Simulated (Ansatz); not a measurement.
# AlF3 (SMILES [F][Al]([F])[F]): levels of theory compared

Aim: a comparison of 5 runs (HF/STO-3G, UB3LYP/STO-3G, r2SCAN/STO-3G, CCSDTQ/STO-3G, FCI/STO-3G) of AlF3. 

The results are computed with Ansatz 0.2.0.

38 further runs of the same task are left out: 6 that didn't finish, 32 set aside as unsound or not needed.

## Step 1: The structure to begin with

AlF3 has 4 atoms, charge 0, and is taken as a singlet. SMILES: `[F][Al]([F])[F]`. The F3–Al1 distance was set to 3.262 Å, away from the relaxed value. At this shape a bond of the SMILES string is far longer than usual.

Bond lengths: Al1–F2 1.631 Å, Al1–F4 1.631 Å. Angles: F2–Al1–F4 120.0°.

## Step 2: A single-point energy at HF/STO-3G (run 1)

The input, input.yaml:

```yaml
crystal:
  periodic: [false, false, false]
  atoms:
    - symbol: Al
      position_ang: [0.791116, -1.426527, 0.014120]
    - symbol: F
      position_ang: [2.422156, -1.453327, 0.028870]
    - symbol: F
      position_ang: [-0.791540, 1.425990, -0.016640]
    - symbol: F
      position_ang: [-0.047784, -2.824847, 0.019780]
basis:
  gaussian: {orbitals: STO-3G}
accuracy: high
hamiltonian: {xc: hf}
```

Command:

```sh
$ ansatz run input.yaml --threads 1 --pin off --max-ram 2610MiB --events-out events.jsonl --progress --plain --runs-dir runs
```

Log:

```text
Warning: RAYON_NUM_THREADS=1 ignored (pool sized by the plan → 1); use --threads N
Functional definition: HF
  name "HF"
  exchange = exact_x
  correlation = 0
410 factors; integrals over basis functions are off by at most 4.3e-8 eV
mean field evaluation 1: about -14493.5064 eV, gradient 2.7e1 eV
mean field evaluation 2: about -14493.5237 eV, gradient 2.7e1 eV
mean field evaluation 4: about -14496.8374 eV, gradient 7.7e0 eV
mean field evaluation 8: about -14498.7400 eV, gradient 1.5e1 eV
mean field evaluation 16: about -14500.5679 eV, gradient 2.1e-8 eV
mean field evaluation 32: about -14500.0405 eV, gradient 3.8e0 eV
mean field evaluation 64: about -14500.5679 eV, gradient 3.6e-2 eV
mean field -14500.56792871 eV, -532.8860425420 hartree, gradient 3.4e-8 eV, S^2 0.000000; 1 other end points of the search recorded, 0 dependent functions left out
reference -14500.56792871 eV, -532.8860425420 hartree; 20, 20 occupied and 4, 4 virtual orbitals, 410 factors
Total energy: -14500.56792871 eV, -532.8860425420 hartree
```

Run time: 0.18 s. Hardware: 1 thread of Arm Neoverse V1, shared host.

## Step 3: A single-point energy at UB3LYP/STO-3G (run 2)

The input, in.yaml:

```yaml
crystal:
  periodic: [false, false, false]
  atoms:
    - {symbol: Al, position_ang: [0.791116, -1.426527, 0.014120]}
    - {symbol: F, position_ang: [2.422156, -1.453327, 0.028870]}
    - {symbol: F, position_ang: [-0.791540, 1.425990, -0.016640]}
    - {symbol: F, position_ang: [-0.047784, -2.824847, 0.019780]}
basis:
  gaussian:
    orbitals: STO-3G
magnetization:
  spin_polarized: true
hamiltonian:
  xc: {name: B3LYP}
accuracy: high
```

Command:

```sh
$ ansatz run in.yaml --threads 1 --pin off --max-ram 2610MiB --events-out events.jsonl --progress --plain --runs-dir runs
```

Log:

```text
Warning: RAYON_NUM_THREADS=1 ignored (pool sized by the plan → 1); use --threads N
Functional definition: B3LYP
  name "B3LYP"
  parameter a0 = 0.2
  parameter ax = 0.72
  parameter ac = 0.81
  exchange = (1 - a0 - ax)*slater_x + ax*b88_x + a0*exact_x
  correlation = (1 - ac)*vwn_rpa_c + ac*lyp_c
410 factors; integrals over basis functions are off by at most 4.3e-8 eV
mean field evaluation 1: about -14534.0051 eV, gradient 2.1e1 eV
mean field evaluation 2: about -14167.5894 eV, gradient 2.8e1 eV
mean field evaluation 4: about -14536.9288 eV, gradient 6.7e0 eV
mean field evaluation 8: about -14536.9287 eV, gradient 6.7e0 eV
mean field evaluation 16: about -14544.6954 eV, gradient 2.4e-3 eV
mean field evaluation 32: about -14167.6225 eV, gradient 2.8e1 eV
mean field -14545.95949539 eV, -534.5541518500 hartree, gradient 5.2e-8 eV, S^2 0.875970; 6 other end points of the search recorded, 0 dependent functions left out
reference -14545.95951739 eV, -534.5541526587 hartree; 20, 20 occupied and 4, 4 virtual orbitals, 410 factors
Total energy: -14545.95951739 eV, -534.5541526587 hartree
```

It took 4.8 s on 1 thread of Arm Neoverse V1, shared host; peak memory 0.15 GiB.

## Step 4: A single-point energy at r2SCAN/STO-3G (run 3)

The input, in.yaml:

```yaml
crystal:
  periodic: [false, false, false]
  atoms:
    - symbol: Al
      position_ang: [0.791116, -1.426527, 0.014120]
    - symbol: F
      position_ang: [2.422156, -1.453327, 0.028870]
    - symbol: F
      position_ang: [-0.791540, 1.425990, -0.016640]
    - symbol: F
      position_ang: [-0.047784, -2.824847, 0.019780]
basis:
  gaussian:
    orbitals: STO-3G
accuracy: high
hamiltonian:
  xc: {name: r2SCAN}
```

Command:

```sh
$ ansatz run in.yaml --threads 1 --pin off --max-ram 2610MiB --events-out events.jsonl --progress --plain --runs-dir runs
```

Log:

```text
Warning: RAYON_NUM_THREADS=1 ignored (pool sized by the plan → 1); use --threads N
Functional definition: r2SCAN
  name "r2SCAN"
  parameter k0 = 0.174
  parameter k1 = 0.065
  parameter a1 = 4.9479
  exchange = r2scan_x(k0 = k0, k1 = k1, a1 = a1)
  correlation = r2scan_c
410 factors; integrals over basis functions are off by at most 4.3e-8 eV
mean field evaluation 1: about -14532.5817 eV, gradient 2.9e1 eV
mean field evaluation 2: about -14164.9845 eV, gradient 3.4e1 eV
mean field evaluation 4: about -14534.7769 eV, gradient 1.1e1 eV
mean field evaluation 8: about -14523.0897 eV, gradient 7.4e0 eV
mean field evaluation 16: about -14543.0311 eV, gradient 7.3e-3 eV
mean field -14543.03105752 eV, -534.4465337434 hartree, gradient 1.6e-8 eV, S^2 0.000000; 0 other end points of the search recorded, 0 dependent functions left out
reference -14543.03105778 eV, -534.4465337530 hartree; 20, 20 occupied and 4, 4 virtual orbitals, 410 factors
Total energy: -14543.03105778 eV, -534.4465337530 hartree
```

Run time: 3.9 s. Hardware: 1 thread of Arm Neoverse V1, shared host; peak memory 0.15 GiB.

Run 4 isn't shown in full; the table further down has it.

## Step 5: The energy at FCI/STO-3G (run 5)

The input, in.yaml:

```yaml
crystal:
  periodic: [false, false, false]
  atoms:
    - {symbol: Al, position_ang: [0.791116, -1.426527, 0.014120]}
    - {symbol: F, position_ang: [2.422156, -1.453327, 0.028870]}
    - {symbol: F, position_ang: [-0.791540, 1.425990, -0.016640]}
    - {symbol: F, position_ang: [-0.047784, -2.824847, 0.019780]}
basis:
  gaussian:
    orbitals: STO-3G
correlation:
  method: fci
  frozen_orbitals: {Al: 5, F: 1}
accuracy: high
```

Command:

```sh
$ ansatz run in.yaml --threads 1 --pin off --max-ram 2610MiB --events-out events.jsonl --progress --plain --runs-dir runs
```

Log:

```text
Warning: RAYON_NUM_THREADS=1 ignored (pool sized by the plan → 1); use --threads N
Functional definition: HF
  name "HF"
  exchange = exact_x
  correlation = 0
410 factors; integrals over basis functions are off by at most 4.3e-8 eV
mean field evaluation 1: about -14493.5064 eV, gradient 2.7e1 eV
mean field evaluation 2: about -14493.5237 eV, gradient 2.7e1 eV
mean field evaluation 4: about -14496.8374 eV, gradient 7.7e0 eV
mean field evaluation 8: about -14498.7400 eV, gradient 1.5e1 eV
mean field evaluation 16: about -14500.5679 eV, gradient 2.1e-8 eV
mean field evaluation 32: about -14498.6516 eV, gradient 3.3e-2 eV
mean field -14500.56792871 eV, -532.8860425420 hartree, gradient 3.4e-8 eV, S^2 0.000000; 3 other end points of the search recorded, 0 dependent functions left out; unrestricted orbitals would lower it
unrestricted determinant -14506.11789593 eV, -533.0900000757 hartree, S^2 1.0014
8 core orbitals not correlated: weight in the atoms' cores, before any rotation towards them, 1.000 or more for the frozen orbitals, at most 0.000 for the correlated occupied ones
reference -14500.56792871 eV, -532.8860425420 hartree; 12, 12 occupied and 4, 4 virtual orbitals, 410 factors
state -14507.99514028 eV, -533.1589875330 hartree
Total energy: -14507.99514028 eV, -533.1589875330 hartree
```

It took 30 s on 1 thread of Arm Neoverse V1, shared host; peak memory 0.53 GiB.

## Step 6: The series

| run | level | frozen core orbitals | energy (Eh) | wall time |
| --- | --- | --- | --- | --- |
| 1 | HF/STO-3G | – | -532.886043 | 0.18 s |
| 2 | UB3LYP/STO-3G | – | -534.554153 | 4.8 s |
| 3 | r2SCAN/STO-3G | – | -534.446534 | 3.9 s |
| 4 | CCSDTQ/STO-3G | 8 | -533.159047 | 73 s |
| 5 | FCI/STO-3G | 8 | -533.158988 | 30 s |

## Step 7: Summary of results

```
                                          quantity          value
                               run 5: total energy  -533.15899 Eh
run 5: correlation energy (8 core orbitals frozen)     -272.9 mEh
```

**Reading.** Against full CI in this basis: HF +272.9 mEh; CCSDTQ -0.1 mEh. Totals of different functionals can't be ranked against each other. In run 4 the log says that unrestricted orbitals would lower the reference, so the values rest on an unstable closed-shell determinant (other closed-shell runs at this shape may share the fault). In runs 1, 2, 3, 4, 5 the basis is minimal, so the values are rough. Spin contamination of the reference: run 2 ⟨S²⟩ = 0.88. Where it is this large, the reference is a mixture of spin states, and values that rest on it are in doubt. All runs together took 1.9 min, the longest 73 s.
